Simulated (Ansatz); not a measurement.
## CH₇AsN₂, SMILES C[As](N)N: an atomisation energy, step by step

Program: Ansatz's Python interface.

Notebook, run cell by cell (the value of a cell's last expression is shown):

**Cell 1**
```python
from collections import Counter

import ansatz as az
from ase import Atoms
```

**Cell 2**
```python
def single_point(molecule, charge=0, unpaired=0):
    calc = (
        molecule.calculation()
        .basis(gaussian="cc-pVDZ")
        .functional("hf")
    )
    if charge:
        calc = calc.charge(charge)
    if unpaired:
        calc = calc.spin("collinear", total=unpaired)
    report = calc.run(threads=1, backend="cpu").report
    if report["published_state_doubts"]:
        print("  doubts:", report["published_state_doubts"])
    return report["free_energy_ev"]
```

**Cell 3**
```python
atoms = Atoms(["C", "As", "N", "N", "H", "H", "H", "H", "H", "H", "H"], positions=[
    [-0.751, 1.1463, 0.1446],
    [1.0415, 0.4775, 0.123],
    [0.636, -0.8436, 1.4303],
    [0.7959, -0.7001, -1.3365],
    [-0.942, 1.8363, -0.7705],
    [-0.9557, 1.8047, 1.0528],
    [-1.5159, 0.3704, 0.108],
    [1.5014, -1.5063, 1.4196],
    [-0.182, -1.3566, 1.2023],
    [0.6577, -0.1227, -2.1708],
    [-0.2204, -1.163, -1.1823],
])
system = az.Crystal.molecule_from_ase(atoms)
```

**Cell 4**
```python
# Hund ground states
unpaired = {"C": 2, "As": 3, "N": 3, "H": 1}
counts = Counter(site.symbol for site in system.cartesian_sites)
atom_energy = {s: single_point(az.Crystal.molecule().atom(s, (0, 0, 0)), 0, unpaired[s]) for s in counts}
whole = single_point(system, 0, 0)
for s, e in atom_energy.items():
    print(f"{s:2s} x{counts[s]}  {e:14.5f} eV")
print(f"CH7AsN2: {whole:.5f} eV")
split = sum(counts[s] * e for s, e in atom_energy.items()) - whole
print(f"atomisation energy (no zero-point term): {split:.3f} eV, {split / sum(counts.values()):.3f} eV an atom")
```
Output:
```text
C  x1     -1025.50311 eV
As x1    -60794.77786 eV
N  x2     -1480.05762 eV
H  x7       -13.58606 eV
CH7AsN2: -64898.85944 eV
atomisation energy (no zero-point term): 23.361 eV, 2.124 eV an atom
```

23.361 eV from the electronic energies, without the zero-point term.

Notes:
- Total energies depend on the basis set; only differences at equal settings carry meaning.
- The geometry is a force-field or estimated start, not a minimum of this method, and the basis set is short of its limit. All parts are taken at fixed geometry, without zero-point energy.
- Hartree-Fock leaves correlation out, so bond, atomisation and ionisation energies come out well too low.
- Hardware and time: 3.4 s on 1 thread of Intel(R) Xeon(R) Platinum 8259CL CPU @ 2.50GHz (Skylake/Cascade Lake), on a shared host, peak memory 0.28 GiB.
